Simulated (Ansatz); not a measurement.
Crystal: TaSeF.

```
Ta Se F
1.0
     3.66980    0.00000    0.00000
     0.00000    3.66980    0.00000
     0.00000    0.00000    4.14531
Ta Se F
1 1 1
Direct
  0.00000 0.00000 0.50000
  0.50000 0.50000 0.50000
  0.00000 0.00000 0.00000
```

The cell was built by a generator and needn't be a form met in nature.

Base run:

* Program: Ansatz 0.2.0
* Functional: PBE
* Potentials or basis: Ansatz PAW
* Cutoff: 420 eV
* Density cutoff: 1680 eV
* k mesh: 5 × 5 × 5
* Occupations: fermi-dirac, width 0.05 eV
* Spin: spin-orbit coupling, no magnetisation

Its results: band gap on the k mesh none (metal or under the smearing width); pressure 0.2 GPa.

Task: The run is repeated on the same cell with these changes: spin from spin-orbit coupling, no magnetisation to no spin polarisation; potential files from those of the base run to others of the same set. What comes out?

Result: Band gap on the k mesh none (metal or under the smearing width); pressure -0.2 GPa.

Not every run made on this cell is shown here.
